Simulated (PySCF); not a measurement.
# AsN2: relaxation and vibrations of the quartet

The task is one start of a wider search on AsN2: the quartet, from a bent start. It is relaxed, tested by its Hessian and followed downhill if it is a saddle.

Computed with PySCF 2.14.0. Level: PBE0, basis As def2-TZVP, N def2-TZVP, no relativity, density fitting.

### 1 The starting structure

3 atoms, charge 0, spin multiplicity 4.

Bond lengths: As1–N2 1.740 Å, As1–N3 1.740 Å. Angles: N2–As1–N3 110.0°.

Z-matrix (Å, degrees; charge 0 multiplicity 4):
```
As
N  1 1.7400
N  1 1.7400 2 110.00
```

### 2 The SCF at the typed geometry

The steps below are one call of a driver around PySCF. For each, scf.py gives the equivalent set-up of the SCF; relaxations use the driver's own optimiser. After this first run the driver tries any further starts and a stability analysis.

scf.py reads:

```python
from pyscf import gto, scf, dft
mol = gto.M(atom='''
As     0.000000     0.000000     0.000000
N      1.425300     0.000000     0.998000
N     -1.425300     0.000000     0.998000''',
    basis={'As': 'def2-TZVP', 'N': 'def2-TZVP'},
    charge=0, spin=3)
mf = dft.UKS(mol, xc='PBE0')
mf.grids.atom_grid = (50, 194)
aux = {'As': 'def2-universal-JKFIT', 'N': 'def2-universal-JKFIT'}
mf = mf.density_fit(auxbasis=aux)
mf.conv_tol = 1e-08
mf.diis_space = 10
mf.max_cycle = 60
mf.init_guess = 'minao'
mf.verbose = 4
mf.kernel()
```

Launch:

```console
> OMP_NUM_THREADS=4 python axn.py task.json out
```

The log of the run:

```text
init E= -2344.11949863634
[... the frontier-level lines of each cycle are left out ...]
cycle= 1 E= -2344.76674914489  delta_E= -0.647  |g|= 0.33  |ddm|= 1.55
cycle= 2 E= -2344.76216994868  delta_E= 0.00458  |g|= 0.425  |ddm|= 0.495
cycle= 3 E= -2344.81283911205  delta_E= -0.0507  |g|= 0.0965  |ddm|= 0.298
cycle= 4 E= -2344.8189290963  delta_E= -0.00609  |g|= 0.0437  |ddm|= 0.106
cycle= 5 E= -2344.82178746105  delta_E= -0.00286  |g|= 0.0135  |ddm|= 0.0923
cycle= 6 E= -2344.82207015548  delta_E= -0.000283  |g|= 0.00338  |ddm|= 0.0291
cycle= 7 E= -2344.82209121148  delta_E= -2.11e-05  |g|= 0.00104  |ddm|= 0.00835
cycle= 8 E= -2344.82209314774  delta_E= -1.94e-06  |g|= 0.000301  |ddm|= 0.00257
cycle= 9 E= -2344.82209327366  delta_E= -1.26e-07  |g|= 9.94e-05  |ddm|= 0.000619
cycle= 10 E= -2344.82209329431  delta_E= -2.06e-08  |g|= 4.34e-05  |ddm|= 0.00026
cycle= 11 E= -2344.82209329771  delta_E= -3.4e-09  |g|= 1.43e-05  |ddm|= 0.000101
Extra cycle  E= -2344.822093298  delta_E= -2.97e-10  |g|= 6.35e-06  |ddm|= 2.32e-05
converged SCF energy = -2344.822093298  <S^2> = 3.9245569  2S+1 = 4.0863465
```

This step, with its further starts and checks, needed 9.2 s of wall time on 4 threads of Arm Neoverse V2, shared host.

The starts that the driver tried:

```csv
start,energy (Eh)
the minimal-basis guess,-2344.822093
a thermally smeared density,-2344.822093
a smeared PBE density,-2344.822093
```

No lower solution of this spin turned up from the other starts or in the test of internal stability.

### 3 Relaxing the quartet from the bent start

The program finds C2v symmetry in the start, which this walk keeps.

scf.py: that of step 2 with these lines changed.

```diff
@@ -3,3 +3,3 @@
-As     0.000000     0.000000     0.000000
-N      1.425300     0.000000     0.998000
-N     -1.425300     0.000000     0.998000''',
+As     0.000000     0.000000    -0.271551
+N      1.425300     0.000000     0.726449
+N     -1.425300     0.000000     0.726449''',
@@ -15 +14,0 @@
-mf.init_guess = 'minao'
```

The optimiser's trace:

```
step   energy (Eh)  change (kJ/mol)  largest symmetric gradient (Eh/bohr)
   0  -2344.822093             0.00                               0.03000
   1  -2344.824685            -6.81                               0.00386
   2  -2344.824992            -7.61                               0.00205
   3  -2344.825012            -7.66                               0.00062
   4  -2344.825013            -7.67                               0.00002
```

The walk took 6.9 s.

After 4 steps and 7.7 kJ/mol it ends at C2v: As–N 1.778 Å (×2); N–As–N 100.9°.

### 4 Vibrations and properties at this point

On the finer grid the gradient is checked again; gradients at displacements of ±0.02 bohr then give force constants and infrared intensities.

scf.py: that of step 3 with these lines changed.

```diff
@@ -3,3 +3,3 @@
-As     0.000000     0.000000    -0.271551
-N      1.425300     0.000000     0.726449
-N     -1.425300     0.000000     0.726449''',
+As     0.000000     0.000000    -0.307936
+N      1.370744     0.000000     0.823786
+N     -1.370744     0.000000     0.823786''',
@@ -9 +9 @@
-mf.grids.atom_grid = (50, 194)
+mf.grids.atom_grid = (75, 302)
@@ -12 +12 @@
-mf.conv_tol = 1e-08
+mf.conv_tol = 1e-10
```

This SCF starts from the last density.

SCF at the final geometry:

```text
init E= -2344.82498703218
[... the frontier-level lines of each cycle are left out ...]
cycle= 1 E= -2344.82498703212  delta_E= 5.64e-11  |g|= 1.11e-05  |ddm|= 1.24e-05
cycle= 2 E= -2344.82498703187  delta_E= 2.47e-10  |g|= 2.43e-05  |ddm|= 2.54e-05
cycle= 3 E= -2344.82498703219  delta_E= -3.17e-10  |g|= 3.56e-06  |ddm|= 1.79e-05
cycle= 4 E= -2344.82498703218  delta_E= 1.41e-11  |g|= 2.55e-07  |ddm|= 2.58e-06
Extra cycle  E= -2344.82498703219  delta_E= -1.46e-11  |g|= 3.02e-07  |ddm|= 3.55e-07
converged SCF energy = -2344.82498703219  <S^2> = 3.9537292  2S+1 = 4.1005996
```

The whole step took 22 s.

Geometry: C2v; As–N 1.778 Å (×2); N–As–N 100.9°.

Harmonic modes (main isotopes):

| symmetry | ω (cm⁻¹) | IR (km/mol) | type |
| --- | --- | --- | --- |
| a1 | 264 | 12.4 | bend |
| b2 | 500 | 57.2 | stretch |
| a1 | 739 | 0.0 | stretch |

All wavenumbers are real: a minimum.

Properties at this point:

```
Dipole moment                                                   : 1.96 D
Highest occupied level                                          : -8.46 eV
Lowest empty level                                              : -3.95 eV
Rotational constants                                            : 0.6456, 0.3204, 0.2141 cm⁻¹
Zero-point energy                                               : 9.0 kJ/mol
Principal polarisabilities                                      : 27.3, 37.6, 56.9 bohr³
Atomisation energy without zero-point energy                    : 521 kJ/mol
Principal traceless quadrupole moments about the centre of mass : -4.28, 0.12, 4.16 D Å
Entropy at 298.15 K and 1 bar (electronic part: spin only)      : 279.8 J/(mol K)
Heat capacity Cp at 298.15 K                                    : 48.9 J/(mol K)
Enthalpy at 298.15 K above 0 K                                  : 11.99 kJ/mol
Rotational symmetry number                                      : 2
Spin squared ⟨S²⟩                                               : 3.954
```

Charges (e) and bond orders:

```
atom  Mulliken  Löwdin  polar tensor  spin (Mulliken)  Mayer order to As1
 As1      0.39    0.44         -0.01            -0.49                   –
N2,3     -0.20   -0.22          0.01             1.74                1.45
```

Mulliken populations on As1: s 7.81, p 14.56, d 10.20, f 0.04.

### 5 What came out

| quantity | value |
| --- | --- |
| minimum | quartet, C2v |
| geometry | As–N 1.778 Å (×2); N–As–N 100.9° |
| wavenumbers (cm⁻¹) | 264 (a1), 500 (b2), 739 (a1) |
| dipole moment | 1.96 D |
| highest occupied, lowest empty level (either spin) | -8.46, -3.95 eV |
| polar-tensor charge of As1 | -0.01 e |
| zero-point energy | 9.0 kJ/mol |
| entropy at 298.15 K | 279.8 J/(mol K) |
| atomisation energy (no zero-point energy) | 521 kJ/mol |
| ⟨S²⟩ | 3.954 |

The molecule stays C2v, as typed, and the end point is a minimum. The strongest infrared band lies at 500 cm⁻¹ (b2, stretch). Only this shape and spin were tried, so other structures or states may lie lower. The determinant is spin-contaminated (⟨S²⟩ = 3.95, pure value 3.75).

The search up to here took 38 s.
